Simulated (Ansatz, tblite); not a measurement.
**The cluster B₅P₅: one state, many levels**

How do method and basis change the picture of the cluster B₅P₅ (singlet)?

Method: as each input shows; program: Ansatz 0.2.0, Gaussian basis.

Plan: GFN1-xTB, GFN2-xTB, PBE-D4/def2-TZVP, r2SCAN-D4/def2-TZVP, B3LYP-D4/def2-TZVP, B97M-V/def2-TZVP, PBE-D4/def2-SVP, PBE0-D4/def2-SVP, HF/STO-3G, HF/6-31G, B3LYP-D4/6-31G, CCSD(T)/def2-SVP, MP2/def2-TZVP, RPA/def2-TZVP.

2 further runs of the same task are left out: 2 set aside as unsound or not needed. Runs told in other sessions of the task aren't counted.

## 1. The geometry

The singlet was relaxed beforehand with r2SCAN-D4/def2-SVP. At that level it is the lowest of the isomers that a small search found.

10 atoms, charge 0, spin multiplicity 1.

Bond lengths: B1–B5 1.908 Å, B1–P7 1.802 Å, B1–P10 1.806 Å, B2–B4 1.626 Å, B2–P8 1.848 Å, B2–P9 1.932 Å, B3–P8 1.926 Å, B3–P9 1.857 Å, B3–P10 1.862 Å, B4–B5 1.787 Å, B4–P6 1.749 Å, B5–P6 1.892 Å, B5–P7 1.817 Å. Angles: B5–B1–P7 58.5°, B5–B1–P10 143.8°, P7–B1–P10 157.5°, B4–B2–P8 143.4°, B4–B2–P9 134.8°, P8–B2–P9 79.0°, P8–B3–P9 78.9°, P8–B3–P10 141.2°, P9–B3–P10 139.0°, B2–B4–B5 110.6°, B2–B4–P6 175.1°, B5–B4–P6 64.7°, B1–B5–B4 109.7°, B1–B5–P6 152.7°, B1–B5–P7 57.8°, B4–B5–P6 56.7°, B4–B5–P7 158.0°, P6–B5–P7 142.5° and more.

PBE0-D4/def2-TZVP was run before; its log isn't repeated, and its numbers join the tables.

## 2. GFN1-xTB

Tight binding, by tblite at 300 K electronic temperature and without a spin-polarisation term:

```python
tblite.interface.Calculator('GFN1-xTB', numbers, positions, charge=0, uhf=0).singlepoint()
```

Energy -542.9749 eV, HOMO -9.72 eV, LUMO -8.79 eV; 0.012 s.

## 3. GFN2-xTB

Tight binding, by tblite at 300 K electronic temperature and without a spin-polarisation term:

```python
tblite.interface.Calculator('GFN2-xTB', numbers, positions, charge=0, uhf=0).singlepoint()
```

Energy -505.5843 eV, HOMO -9.59 eV, LUMO -8.69 eV; 0.012 s.

## 4. PBE-D4/def2-TZVP

start.molden holds the orbitals of an earlier run on this state, given as this run's starting guess.

Contents of in.yaml:

```yaml
crystal:
  periodic: [false, false, false]
  atoms:
    - {symbol: B, position_ang: [0.880182, -1.004381, 0.964937]}
    - {symbol: B, position_ang: [-0.875696, 1.028864, -0.585950]}
    - {symbol: B, position_ang: [-1.307098, 0.207526, 1.227062]}
    - {symbol: B, position_ang: [0.128408, 0.316541, -1.648160]}
    - {symbol: B, position_ang: [1.448525, -0.532540, -0.794766]}
    - {symbol: P, position_ang: [1.260728, -0.530271, -2.677286]}
    - {symbol: P, position_ang: [2.627934, -0.907596, 0.535089]}
    - {symbol: P, position_ang: [-0.926802, 2.073040, 0.937708]}
    - {symbol: P, position_ang: [-2.665293, 0.670439, 0.048691]}
    - {symbol: P, position_ang: [-0.570897, -1.321622, 1.992675]}
basis:
  gaussian: {orbitals: def2-TZVP, initial_orbitals: start.molden}
hamiltonian: {xc: pbe, dispersion: d4}
scf: {omitted_lower_state_checks: [starts]}
output: {orbitals: {seedname: orbitals}}
```

The run is started by

```bash
ansatz run in.yaml --threads 4 --pin off --events-out ev --progress --plain --max-ram 6963MiB
```

The runs that follow: r2SCAN-D4/def2-TZVP; B3LYP-D4/def2-TZVP; B97M-V/def2-TZVP; PBE-D4/def2-SVP; PBE0-D4/def2-SVP; HF/STO-3G; HF/6-31G; B3LYP-D4/6-31G; CCSD(T)/def2-SVP; MP2/def2-TZVP; RPA/def2-TZVP.

**Question.** What will the summary of the whole plan be? Wanted: gap in def2-TZVP, named functionals, smallest and largest; correlation energy, CCSD(T)/def2-SVP; correlation energy, MP2/def2-TZVP; binding an atom, functionals in def2-TZVP; PBE0 total energy, smallest basis above largest.

**Answer**, as computed:

| quantity | value |
| --- | --- |
| gap in def2-TZVP, named functionals, smallest and largest | 0.95 eV (PBE-D4), 2.21 eV (PBE0-D4) |
| correlation energy, CCSD(T)/def2-SVP | -30.63 eV |
| correlation energy, MP2/def2-TZVP | -33.39 eV |
| binding an atom, functionals in def2-TZVP | 4.00 (B3LYP-D4) to 4.32 eV (PBE-D4) |
| PBE0 total energy, smallest basis above largest | 19.16 eV (def2-SVP, def2-TZVP) |

Orbital gaps of the named functionals in def2-TZVP span 0.95 eV (PBE-D4) to 2.21 eV (PBE0-D4); exact exchange widens it. Notes on CCSD(T)/def2-SVP: large T1 diagnostic.
